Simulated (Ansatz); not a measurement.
# CHGaP+ (quintet): the correlation ladder, cc-pVDZ

The task here is to estimate one member of a computed series from the others.

Method: cc-pVDZ, core rule «outside noble gas», up to 20 orbitals frozen; program: Ansatz 0.2.0, Gaussian basis.

The runs, in order: UHF; CCSD(T) on ROHF; CCSD(T) on UHF; BCCD(T) on ROHF; CISD; CCSDT(Q) on ROHF; CCSDT(Q) on UHF.

31 further runs of the same task are left out: 2 for a known fault of the program, 16 that didn't finish, 13 set aside as unsound or not needed.

## What is computed

The geometry is a PBE0/def2-TZVP stationary point (not a proven minimum) of the parent state, kept for this charge and spin. No spin-orbit coupling is included. The filled d shell of Ga may be among the frozen orbitals whatever the setting's name suggests; the logs give the count.

4 atoms, charge 1, spin multiplicity 5.

Atoms are counted from 1 here; the program's logs count them from 0.

Bond lengths: Ga1–C2 2.008 Å, C2–P3 1.845 Å, P3–H4 1.429 Å. Angles: Ga1–C2–P3 169.9°, C2–P3–H4 96.3°.

Geometry (Å):

```
Ga    0.0000   -0.3219    2.5008
C     0.0000   -0.2085    0.4963
P     0.0000   -0.4302   -1.3351
H     0.0000    0.9606   -1.6619
```

Set-up of the first run:

in.yaml

```yaml
crystal:
  periodic: [false, false, false]
  atoms:
    - {symbol: Ga, position_ang: [0.000000, -0.321897, 2.500783]}
    - {symbol: C, position_ang: [0.000001, -0.208523, 0.496276]}
    - {symbol: P, position_ang: [0.000000, -0.430206, -1.335116]}
    - {symbol: H, position_ang: [-0.000001, 0.960626, -1.661943]}
basis:
  gaussian: {orbitals: cc-pVDZ}
total_charge: 1
magnetization: {spin_polarized: true, initial_magnetization: 4}
hamiltonian: {xc: hf}
output: {orbitals: {seedname: orbitals}}
```

Run with:

```bash
$ ansatz run in.yaml --threads 1 --pin off --events-out ev --progress --plain --max-ram 2393MiB
```

Among the steps run: UHF; CCSD(T) on ROHF; CCSD(T) on UHF; BCCD(T) on ROHF; CISD; CCSDT(Q) on ROHF; CCSDT(Q) on UHF.

One table of the session follows, with a row left open; its other results are not shown here.

```
   method  from UCCSDT(Q) (kcal/mol)
     ROHF                    +169.27
      UHF                    +158.51
     RMP2                     +33.20
     UMP2                     +36.11
    RCCSD                      +8.38
    UCCSD                      +7.77
 RCCSD(T)                          ?
 UCCSD(T)                      +1.91
  BCCD(T)                      +2.13
   RCCSDT                      +0.84
   UCCSDT                      +0.57
RCCSDT(Q)                      +0.32
UCCSDT(Q)                          0
```

Q: Estimate the row for RCCSD(T) from the others.

The run gave: from UCCSDT(Q) (kcal/mol): +2.04. In the column «from UCCSDT(Q) (kcal/mol)» it lies between UCCSD(T) (+1.91) and BCCD(T) (+2.13).

Not comparable, so not listed: CISD (they don't share determinant, frozen orbitals or solution with the rows shown, or repeat one).

Caveats from the session: Restricted and unrestricted rows rest on different reference determinants; where their highest levels disagree by more than a few hundredths of an eV, they describe different states and don't form one ladder.
